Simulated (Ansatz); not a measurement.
**GaBGeH+ (singlet): wave-function methods side by side, cc-pVDZ**

One table from this session's results is given with a row withheld; the runs are named, their logs left out.

Computed with Ansatz 0.2.0, Gaussian basis. Level: cc-pVDZ, core rule «outside noble gas», up to 29 orbitals frozen.

The runs, in order: UHF; CCSD(T) on RHF; CCSD(T) on UHF; BCCD(T) on RHF; CISD; CCSDT(Q) on RHF; CCSDT(Q) on UHF; CASSCF and MRCISD+Q, 8 electrons in 8 orbitals; CASSCF and NEVPT4(SD), 8 electrons in 8 orbitals; CASSCF and NEVPT2, 8 electrons in 8 orbitals.

30 further runs of the same task are left out: 1 for a known fault of the program, 17 that didn't finish, 12 set aside as unsound or not needed. Runs told in other sessions of the task aren't counted.

## The system

The geometry is a PBE0/def2-TZVP stationary point (not a proven minimum) of the parent state, kept for this charge and spin. No spin-orbit coupling is included. The filled d shell of Ge, Ga may be among the frozen orbitals whatever the setting's name suggests.

4 atoms, charge 1, spin multiplicity 1.

Atoms are counted from 1 here; the program's logs count them from 0.

Bond lengths: B1–Ge2 1.905 Å, B1–Ga3 2.267 Å, B1–H4 1.191 Å, Ge2–Ga3 2.453 Å. Angles: Ge2–B1–Ga3 71.4°, Ge2–B1–H4 173.7°, Ga3–B1–H4 114.9°, B1–Ge2–Ga3 61.2°, B1–Ga3–Ge2 47.4°.

The first run:

Contents of in.yaml:

```yaml
crystal:
  periodic: [false, false, false]
  atoms:
    - {symbol: B, position_ang: [0.000000, 1.527222, 0.299579]}
    - {symbol: Ge, position_ang: [0.000000, -0.162376, 1.179334]}
    - {symbol: Ga, position_ang: [0.000000, -0.105776, -1.273239]}
    - {symbol: H, position_ang: [0.000000, 2.638250, -0.130505]}
basis:
  gaussian: {orbitals: cc-pVDZ}
total_charge: 1
magnetization: {spin_polarized: true, initial_magnetization: 0}
hamiltonian: {xc: hf}
output: {orbitals: {seedname: orbitals}}
```

The run is started by

```
$ ansatz run in.yaml --threads 1 --pin off --events-out ev --progress --plain --max-ram 2393MiB
```

Steps of the session up to this table: UHF; CCSD(T) on RHF; CCSD(T) on UHF; BCCD(T) on RHF; CISD; CCSDT(Q) on RHF; CCSDT(Q) on UHF; CASSCF and MRCISD+Q, 8 electrons in 8 orbitals; CASSCF and NEVPT4(SD), 8 electrons in 8 orbitals; CASSCF and NEVPT2, 8 electrons in 8 orbitals.

One of the session's tables, all rows but one given; the rest of the session is left out.

```
             method  from RCCSDT(Q) (kJ/mol)
                RHF                   +645.1
                UHF                   +578.8
               RMP2                   +126.3
              RCCSD                    +44.4
           RCCSD(T)                     +7.6
            BCCD(T)                     +7.2
             RCCSDT                     +3.8
          RCCSDT(Q)                        0
    CASSCF frontier                   +431.4
    NEVPT2 frontier                   +100.5
NEVPT4(SD) frontier                    +12.5
    MRCISD frontier                        ?
  MRCISD+Q frontier                     +2.8
```

**Question.** Estimate the row for MRCISD frontier.

**Answer.** from RCCSDT(Q) (kJ/mol): +41.7. In the column «from RCCSDT(Q) (kJ/mol)» it lies between NEVPT4(SD) frontier (+12.5) and RCCSD (+44.4).

Not comparable, so not listed: CCSD(T) on UHF; CCSDT(Q) on UHF (they don't share determinant, frozen orbitals or solution with the rows shown, or repeat one).

To keep in mind: The determinant of HF (⟨S²⟩ 1.04) is far from a pure spin state, so its energy mixes those of several spin states; that is harmless only where they are near-degenerate. Warnings: restricted reference is unstable; spin contamination; large T1 diagnostic.
